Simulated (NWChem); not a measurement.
**the pair CuH2ClO···H2S: a chain of runs**

Aim: the energy (singlet CuH4SClO, B97-D/STO-3G), then the energy (singlet CuH2ClO, B97-D/STO-3G), then a single-point energy (singlet H2S, B97-D/STO-3G), then a single-point energy (singlet CuH2ClO, B97-D/STO-3G), then a single-point energy (singlet H2S, B97-D/STO-3G) of ClCuH4OS and its partners. 

The results are computed with NWChem 7.3.0.

### 1 The system as given

CuH4SClO has 8 atoms, charge 0, and is taken as a singlet. The two molecules were placed rigidly side by side, at 1.1 times their contact distance; the pair isn't optimised.

Bond lengths: O1–Cu2 1.957 Å, Cu2–Cl3 2.072 Å, O1–H4 0.962 Å, O1–H5 0.962 Å, S6–H7 1.341 Å, S6–H8 1.341 Å. Angles: O1–Cu2–Cl3 179.4°, Cu2–O1–H4 115.2°, Cu2–O1–H5 115.2°, H4–O1–H5 107.1°, H7–S6–H8 92.3°.

### 2 The energy at B97-D/STO-3G (run 1)

mol.nw reads:

```
start mol
title "ClCuH4OS"
memory stack 880 mb heap 220 mb global 1100 mb
geometry units angstroms noautosym nocenter noautoz
 O    -0.661300    0.731640   -0.348700
 Cu    0.703600   -0.409060    0.466400
 Cl    2.140600   -1.634460    1.318200
 H    -1.570200    0.503840   -0.129100
 H    -0.612700    0.808040   -1.306800
 S     2.834930    0.326480   -2.302930
 H     2.956130    1.535890   -2.869880
 H     2.787060    0.850150   -1.069040
end
basis spherical bse
 * library STO-3G
end
dft
 xc becke97-d
 grid fine
 convergence energy 1e-08
 maxiter 100
 mulliken
 print low
end
task dft energy
```

On the command line:

```console
nwchem mol.nw > mol.out
```

Output:

```text
Northwest Computational Chemistry Package (NWChem) 7.3.0
             --------------------------------------------------------

           Job information
           ---------------

    nwchem branch   = 7.3.0
    use scalapack   = T
    input           = mol.nw
    prefix          = mol.
    data base       = ./mol.db
    status          = startup
    nproc           =        1

           Memory information
           ------------------

    heap     =     28835834 doubles =      220.0 Mbytes
    stack    =    115343359 doubles =      880.0 Mbytes
    global   =    144179200 doubles =     1100.0 Mbytes (distinct from heap & stack)
    total    =    288358393 doubles =     2200.0 Mbytes
    verify   = yes
    hardfail = no

[... 39 lines left out ...]
            Nuclear Dipole moment (a.u.)
[... 89 lines left out ...]
   convergence    iter        energy       DeltaE   RMS-Dens  Diis-err    time
 ---------------- ----- ----------------- --------- --------- ---------  ------
 d= 0,ls=0.0,diis     1  -2526.5718953599 -2.91D+03  2.22D-01  7.31D+01     1.0
 d= 0,ls=0.0,diis     2  -2527.7549380580 -1.18D+00  3.16D-01  2.84D+00     1.6
 d= 0,ls=0.0,diis     3  -2508.1708146354  1.96D+01  6.03D-03  1.17D+02     2.2
 d= 0,ls=0.0,diis     4  -2508.9423525779 -7.72D-01  1.23D-01  9.53D+01     2.8
 d= 0,ls=0.0,diis     5  -2516.1610054347 -7.22D+00  9.12D-03  2.37D+01     3.5
 d= 0,ls=0.0,diis     6  -2516.3084370890 -1.47D-01  2.51D-04  2.13D+01     4.1
  Resetting Diis
 d= 0,ls=0.0,diis     7  -2516.3159657824 -7.53D-03  9.55D-03  2.13D+01     4.8
 d= 0,ls=0.0,diis     8  -2516.0719726591  2.44D-01  2.95D-01  2.17D+01     5.7
 d= 0,ls=0.0,diis     9  -2527.3221460092 -1.13D+01  2.90D-01  4.61D+00     6.7
[... 82 lines of this table left out ...]
 d= 0,ls=0.5,diis    92  -2547.8469322071 -2.11D-05  1.77D-04  2.99D-04    70.6
```

It took 71 s on 1 thread of Intel Xeon Platinum 8488C (Sapphire Rapids), shared host.

Time ran out before the run finished.

### 3 CuH2ClO: the energy at B97-D/STO-3G (run 2)

run.nw reads:

```
start run
title "ClCuH2O B97-D"
memory 2200 mb

geometry noautosym nocenter noautoz
 O     -0.661300     0.731640    -0.348700
 Cu     0.703600    -0.409060     0.466400
 Cl     2.140600    -1.634460     1.318200
 H     -1.570200     0.503840    -0.129100
 H     -0.612700     0.808040    -1.306800
end

basis spherical bse
 * library STO-3G
end

dft
 xc becke97-d
 grid fine
 convergence energy 1e-08
 iterations 100
 mulliken
 print low
end

task dft
```

On the command line:

```console
nwchem run.nw > run.out
```

Output:

```text
Northwest Computational Chemistry Package (NWChem) 7.3.0
             --------------------------------------------------------

           Job information
           ---------------

    nwchem branch   = 7.3.0
    use scalapack   = T
    input           = run.nw
    prefix          = run.
    data base       = ./run.db
    status          = startup
    nproc           =        1

           Memory information
           ------------------

    heap     =     72089596 doubles =      550.0 Mbytes
    stack    =     72089601 doubles =      550.0 Mbytes
    global   =    144179200 doubles =     1100.0 Mbytes (distinct from heap & stack)
    total    =    288358397 doubles =     2200.0 Mbytes
    verify   = yes
    hardfail = no

[... 124 lines left out ...]
   convergence    iter        energy       DeltaE   RMS-Dens  Diis-err    time
[... 13 lines left out ...]
      Calculation failed to converge
[... 2 lines left out ...]
         Total DFT energy =    -2152.853768637918
[... 1 line left out ...]
           Coulomb energy =     1172.096119900641
[... 1 line left out ...]
 Nuclear repulsion energy =      231.825775150348
[... 31 lines left out ...]
 dft energy failed                                                                                  0
[... 6 lines left out ...]
 This type of error is most commonly associated with calculations not reaching convergence criteria
[... 2 lines left out ...]
0:dft energy failed:Received an Error in Communication
  Errorcode: -1
```

Wall time 51 s (1 thread of Intel Xeon Platinum 8488C (Sapphire Rapids), shared host); peak memory 0.11 GiB.

The run stopped without converging.

### 4 H2S: the energy at B97-D/STO-3G (run 3)

m1.nw reads:

```
start m1
title "H2S"
memory stack 880 mb heap 220 mb global 1100 mb

geometry units angstroms noautosym nocenter noautoz
   S      2.834930     0.326480    -2.302930
   H      2.956130     1.535890    -2.869880
   H      2.787060     0.850150    -1.069040
end

basis spherical bse
   * library STO-3G
end

dft
   xc becke97-d
   grid fine
   convergence energy 1e-08
   iterations 100
   mulliken
   noprint "final vectors analysis"
end

task dft energy
```

On the command line:

```console
nwchem m1.nw > m1.out
```

Output:

```text
[...]
          Wavefunction type:  closed shell.
          No. of atoms     :     3
          No. of electrons :    18
[...]
          Charge           :     0
          Spin multiplicity:     1
[...]
          AO basis - number of functions:    11
[...]
              XC Information
              --------------
                   Becke 97-D Method XC Functional
                  Becke 1997-D Exchange Functional  1.000
                Becke 1997-D Correlation Potential  1.000
[...]
 d= 0,ls=0.0,diis     1   -394.9707456792 -4.08D+02  7.33D-02  1.03D-01     0.3
[...]
 d= 0,ls=0.0,diis     6   -394.9896333455 -4.80D-11  2.77D-07  1.92D-12     0.9
         Total DFT energy =     -394.989633345547
      One electron energy =     -573.922099056272
           Coulomb energy =      192.624768089414
    Exchange-Corr. energy =      -26.590901574829
 Nuclear repulsion energy =       12.899034599907
    Dispersion correction =       -0.000435403766
[...]
      Total Density - Mulliken Population Analysis
     ---------------------------------------------
    Atom       Charge   Shell Charges
 -----------   ------   -------------------------------------------------------
    1 S   16    15.98   2.00  2.00  5.96  1.88  4.14
    2 H    1     1.01   1.01
    3 H    1     1.01   1.01
[...]
```

Run time: 1.5 s. Hardware: 1 thread of Intel Xeon Platinum 8488C (Sapphire Rapids), shared host; peak memory 0.11 GiB.

### 5 CuH2ClO among ghost functions: the energy at B97-D/STO-3G (with ghost functions) (run 4)

mol.nw reads:

```
start mol
title "ClCuH2O B97-D"
memory total 2200 mb

geometry noautosym nocenter noautoz
  O    -0.661300    0.731640   -0.348700
  Cu    0.703600   -0.409060    0.466400
  Cl    2.140600   -1.634460    1.318200
  H    -1.570200    0.503840   -0.129100
  H    -0.612700    0.808040   -1.306800
  bqS      2.834930     0.326480    -2.302930
  bqH      2.956130     1.535890    -2.869880
  bqH      2.787060     0.850150    -1.069040
end

basis "ao basis" spherical bse
  O library STO-3G
  Cu library STO-3G
  Cl library STO-3G
  H library STO-3G
  bqS library S STO-3G
  bqH library H STO-3G
end

dft
  xc becke97-d
  grid fine
  convergence energy 1e-08
  maxiter 100
  mulliken
  noprint "final vectors analysis"
end

task dft energy
```

On the command line:

```console
nwchem mol.nw > mol.out
```

Output:

```text
Northwest Computational Chemistry Package (NWChem) 7.3.0
             --------------------------------------------------------

           Job information
           ---------------

    nwchem branch   = 7.3.0
    use scalapack   = T
    input           = mol.nw
    prefix          = mol.
    data base       = ./mol.db
    status          = startup
    nproc           =        1

           Memory information
           ------------------

    heap     =     72089596 doubles =      550.0 Mbytes
    stack    =     72089601 doubles =      550.0 Mbytes
    global   =    144179200 doubles =     1100.0 Mbytes (distinct from heap & stack)
    total    =    288358397 doubles =     2200.0 Mbytes
    verify   = yes
    hardfail = no

[... 126 lines left out ...]
  convergence criterion.
[... 17 lines left out ...]
          Convergence on energy requested:  1.00D-08
[... 1 line left out ...]
          Convergence on gradient requested:  5.00D-04
[... 24 lines left out ...]
          Convergence Information
[... 2 lines left out ...]
          total energy or number of iterations.
[... 33 lines left out ...]
 1-e energy   =   -3476.571828
[... 27 lines left out ...]
   convergence    iter        energy       DeltaE   RMS-Dens  Diis-err    time
[... 46 lines left out ...]
 d= 0,ls=0.5,diis    79  -2152.0085843656  3.35D-02  2.98D-03  3.20D+00    61.1
```

Wall time 62 s (1 thread of Intel Xeon Platinum 8488C (Sapphire Rapids), shared host).

The run was cut off at its time limit.

### 6 H2S among ghost functions: the energy at B97-D/STO-3G (with ghost functions) (run 5)

h2s.nw reads:

```
start h2s
memory total 2200 mb
charge 0

geometry units angstroms noautosym nocenter noautoz
  S     2.834930    0.326480   -2.302930
  H     2.956130    1.535890   -2.869880
  H     2.787060    0.850150   -1.069040
  bqO     -0.661300     0.731640    -0.348700
  bqCu     0.703600    -0.409060     0.466400
  bqCl     2.140600    -1.634460     1.318200
  bqH     -1.570200     0.503840    -0.129100
  bqH     -0.612700     0.808040    -1.306800
end

basis spherical bse
  S library STO-3G
  H library STO-3G
  bqO library O STO-3G
  bqCu library Cu STO-3G
  bqCl library Cl STO-3G
  bqH library H STO-3G
end

dft
  xc becke97-d
  grid fine
  convergence energy 1e-08
  iterations 100
  mulliken
  noprint "final vectors analysis"
end

task dft
```

On the command line:

```console
nwchem h2s.nw > h2s.out
```

Output:

```text
[...]
          Wavefunction type:  closed shell.
          No. of atoms     :     8
          No. of electrons :    18
[...]
          Charge           :     0
          Spin multiplicity:     1
[...]
          AO basis - number of functions:    45
[...]
              XC Information
              --------------
                   Becke 97-D Method XC Functional
                  Becke 1997-D Exchange Functional  1.000
                Becke 1997-D Correlation Potential  1.000
[...]
 d= 0,ls=0.0,diis     1   -394.9757205469 -4.08D+02  1.78D-02  1.01D-01     0.9
[...]
 d= 0,ls=0.0,diis     7   -394.9941035344 -1.20D-10  1.78D-08  1.06D-13     4.7
         Total DFT energy =     -394.994103534361
      One electron energy =     -573.762731247377
           Coulomb energy =      192.445050720622
    Exchange-Corr. energy =      -26.575022203746
 Nuclear repulsion energy =       12.899034599907
    Dispersion correction =       -0.000435403766
[...]
      Total Density - Mulliken Population Analysis
     ---------------------------------------------
    Atom       Charge   Shell Charges
 -----------   ------   -------------------------------------------------------
    1 S   16    15.96   2.00  2.00  5.96  1.88  4.12
    2 H    1     1.01   1.01
    3 H    1     1.00   1.00
    4 X    0    -0.00  -0.00 -0.00 -0.00
    5 X    0     0.03   0.00  0.00  0.00  0.00 -0.00  0.02  0.01  0.00
    6 X    0    -0.00  -0.00 -0.00 -0.00 -0.00 -0.00
    7 X    0    -0.00  -0.00
    8 X    0     0.00   0.00
[...]
```

Run time: 5.4 s. Hardware: 1 thread of Intel Xeon Platinum 8488C (Sapphire Rapids), shared host; peak memory 0.12 GiB.

### 7 Outcome

```
                                    quantity                      value
                           H2S: total energy              -394.98963 Eh
                          H2S: dipole moment                     1.04 D
                      H2S: dispersion energy               -1.14 kJ/mol
     H2S among ghost functions: total energy              -394.99410 Eh
    H2S among ghost functions: dipole moment                     1.11 D
H2S among ghost functions: dispersion energy               -1.14 kJ/mol
                         run 1, B97-D/STO-3G        no result (timeout)
                                     CuH2ClO  no result (not converged)
               CuH2ClO among ghost functions        no result (timeout)
```

What this shows: 3 of the 5 runs did not end normally.
